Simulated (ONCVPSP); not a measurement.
# Pseudopotential generation for I: ONCV, PBEsol

Do these settings give a usable potential? It is generated, then checked for transferability, scattering, ghosts and hardness.

Program: ONCVPSP 4.0.1. Reference atom: PBEsol, scalar-relativistic, spherical and spin-unpolarised. All values are calculated.

### Step 1. Settings

Typed settings, in words:

```json
{
  "element": "iodine (I, Z = 53)",
  "type": "optimised norm-conserving Vanderbilt (ONCV)",
  "frozen core": "[Ar] 3d10 4s2",
  "valence charge": "23",
  "reference configuration": "4p6 4d10 5s2 5p5",
  "partial waves": "5s: rc 1.80 bohr, ncon 4, nbas 8, qcut 3.2 1/bohr, 1 projector; 4p+5p: rc 1.10 bohr, ncon 4, nbas 7, qcut 15.4 1/bohr, 2 projectors; 4d: rc 1.25 bohr, ncon 4, nbas 9, qcut 11.3 1/bohr, 2 projectors, debl 2 Ha",
  "local potential": "polynomial inside 0.80 bohr (lpopt 5, dvloc0 0 Ha)",
  "core correction": "Teter function, fcfact 6, rcfact 1.2"
}
```

The outer shells as boxes (Hund's rule for the drawing; the calculation is spin-unpolarised):

```
[Ar] core
3d [↑↓][↑↓][↑↓][↑↓][↑↓]
4s [↑↓]
4p [↑↓][↑↓][↑↓]
4d [↑↓][↑↓][↑↓][↑↓][↑↓]
5s [↑↓]
5p [↑↓][↑↓][↑ ]
```

### Step 2. The generation run

Contents of I.dat:

```
# ATOM AND REFERENCE CONFIGURATION
# atsym  z   nc   nv     iexc    psfile
  I 53.00    7    4  -116133      upf
#
#   n    l    f
    1    0    2.00
    2    0    2.00
    2    1    6.00
    3    0    2.00
    3    1    6.00
    3    2   10.00
    4    0    2.00
    4    1    6.00
    4    2   10.00
    5    0    2.00
    5    1    5.00
#
# PSEUDOPOTENTIAL AND OPTIMIZATION
# lmax
    2
#
#   l,   rc,      ep,       ncon, nbas, qcut
    0    1.80    0.00    4    8    3.20
    1    1.10    0.00    4    7   15.40
    2    1.25    0.00    4    9   11.30
#
# LOCAL POTENTIAL
# lloc, lpopt,  rc(5),   dvloc0
    4    5    0.80    0.00
#
# VANDERBILT-KLEINMAN-BYLANDER PROJECTORs
# l, nproj, debl
    0    1    0.60
    1    2    0.30
    2    2    2.00
#
# MODEL CORE CHARGE
# icmod, fcfact, rcfact
    3    6.00    1.20
#
# LOG DERIVATIVE ANALYSIS
# epsh1, epsh2, depsh
   -6.00    5.00    0.04
#
# OUTPUT GRID
# rlmax, drl
    6.00    0.01
#
# TEST CONFIGURATIONS
# ncnf
    4
# nvcnf
#   n    l    f
    4
    4    1    6.00
    4    2   10.00
    5    0    2.00
    5    1    4.00
#
    4
    4    1    6.00
    4    2   10.00
    5    0    2.00
    5    1    3.00
#
    4
    4    1    6.00
    4    2   10.00
    5    0    2.00
    5    1    2.00
#
    4
    4    1    6.00
    4    2    9.00
    5    0    2.00
    5    1    5.00
#
```

On the command line:

```console
$ oncvpsp.x < I.dat > I.out
```

**Question.** What will these runs give? Wanted: cutoffs for 1 and 0.1 mHa per electron, occupied waves; bound ghosts; GHOST(+) flags; largest test error; largest phase difference near zero energy, channels read; rms error of d²Exc/dn², without and with the model core.

The runs gave:

| quantity | value |
| --- | --- |
| cutoffs for 1 and 0.1 mHa per electron, occupied waves | 73 Ha and 87 Ha |
| bound ghosts | s at -502.52 eV |
| GHOST(+) flags | s at -2 eV |
| largest test error (AE − PS) | +50 meV, for 4p6 4d10 5s2 5p2 (1 test unsolved) |
| largest phase difference near zero energy, channels read | 3.091 rad |
| rms error of d²Exc/dn², without and with the model core | 3.00 and 1.69 mHa |

**Reading.** A bound ghost (s) makes it unfit for use: electrons can fall into a state that the atom doesn't have. By total energies transferability is fair where solved: the largest error is 50 meV on 60.4 eV, for 4p6 4d10 5s2 5p2. That test lies far up in energy; among those under 40 eV, nearer to bonding, the largest error is 10 meV. Of the tests 1 gave no usable energy difference, which is a warning in itself. The potential is very hard: the looser tolerance needs 73 Ha. At the looser tolerance the 4p wave is the slowest; 5p needs 62 Ha. Near zero energy the largest phase difference among the channels read is 3.09 rad, in the s channel. A step near π is an extra or missing state, not a misfit of shape. The pseudo curves have a pole with no partner nearby in the atom's: s at -0.10 Ha. The program also flags highly localised states, GHOST(+) (s). All of this concerns the isolated atom, not yet a solid.
